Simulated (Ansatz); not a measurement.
**CHGaN (doublet): the correlation ladder, cc-pVDZ**

How much of the correlation energy of CHGaN (doublet) does each wave-function method recover here?

The runs use Ansatz 0.2.0, Gaussian basis; cc-pVDZ, core rule «outside noble gas», up to 16 orbitals frozen.

The runs, in order: UHF; CCSD(T) on ROHF; CCSD(T) on UHF; BCCD(T) on ROHF; CISD as a restricted active space (open shells left free, so some higher excitations enter); CCSDT(Q) on ROHF; CCSDT(Q) on UHF; CASSCF and MRCISD+Q, 9 electrons in 9 orbitals; CASSCF and NEVPT2, 9 electrons in 9 orbitals.

31 further runs of the same task are left out: 5 for a known fault of the program, 18 that didn't finish, 8 set aside as unsound or not needed. Runs told in other sessions of the task aren't counted.

### Step 1. What is computed

The geometry is a PBE0/def2-TZVP stationary point (not a proven minimum) of the parent state, kept for this charge and spin. No spin-orbit coupling is included. The filled d shell of Ga may be among the frozen orbitals whatever the setting's name suggests.

4 atoms, charge 0, spin multiplicity 2.

Atoms are counted from 1 here; the program's logs count them from 0.

Bond lengths: C1–N2 1.205 Å, C1–H4 1.088 Å, N2–Ga3 1.781 Å. Angles: N2–C1–H4 136.7°, C1–N2–Ga3 172.1°.

As a file:

```xyz
4
charge 0, multiplicity 2
C     0.0000   -0.2308    0.8233
N     0.0000   -0.0796   -0.3724
Ga    0.0000   -0.1005   -2.1528
H     0.0000    0.4108    1.7019
```

### Step 2. UHF

Contents of in.yaml:

```yaml
crystal:
  periodic: [false, false, false]
  atoms:
    - {symbol: C, position_ang: [-0.000013, -0.230756, 0.823313]}
    - {symbol: N, position_ang: [0.000044, -0.079578, -0.372411]}
    - {symbol: Ga, position_ang: [0.000002, -0.100506, -2.152825]}
    - {symbol: H, position_ang: [-0.000033, 0.410841, 1.701924]}
basis:
  gaussian: {orbitals: cc-pVDZ}
magnetization: {spin_polarized: true, initial_magnetization: 1}
hamiltonian: {xc: hf}
output: {orbitals: {seedname: orbitals}}
```

Run with:

```bash
$ ansatz run in.yaml --threads 1 --pin off --events-out ev --progress --plain --max-ram 2393MiB
```

Further steps of the session: CCSD(T) on ROHF; CCSD(T) on UHF; BCCD(T) on ROHF; CISD as a restricted active space (open shells left free, so some higher excitations enter); CCSDT(Q) on ROHF; CCSDT(Q) on UHF; CASSCF and MRCISD+Q, 9 electrons in 9 orbitals; CASSCF and NEVPT2, 9 electrons in 9 orbitals.

Before running them: what should the planned runs give, taken together? Wanted: UCCSDT(Q) from the RHF energy; RMP2 from UCCSDT(Q); UMP2 from UCCSDT(Q); RCCSD from UCCSDT(Q); RCCSD(T) from UCCSDT(Q); UCCSD(T) from UCCSDT(Q); RCCSDT(Q) from UCCSDT(Q); MRCISD+Q frontier from UCCSDT(Q); T1 diagnostic.

The runs gave:

| quantity | value |
| --- | --- |
| UCCSDT(Q) from the ROHF energy | -9.7430 eV |
| RMP2 from UCCSDT(Q) | +1065.2 meV |
| UMP2 from UCCSDT(Q) | +1120.7 meV |
| RCCSD from UCCSDT(Q) | +444.0 meV |
| RCCSD(T) from UCCSDT(Q) | +61.2 meV |
| UCCSD(T) from UCCSDT(Q) | +63.0 meV |
| RCCSDT(Q) from UCCSDT(Q) | +3.4 meV |
| MRCISD+Q frontier from UCCSDT(Q) | +93.2 meV |
| levels within 1 kcal/mol (43 meV) | RCCSDT, UCCSDT, RCCSDT(Q) |
| T1 diagnostic | 0.033 |

What this shows: RCCSD(T) misses by +61.2 meV, 0.6 % of the correlation energy. These misses are within one basis, not against nature; the frozen cores of restricted and unrestricted runs differ, which can shift their rows.
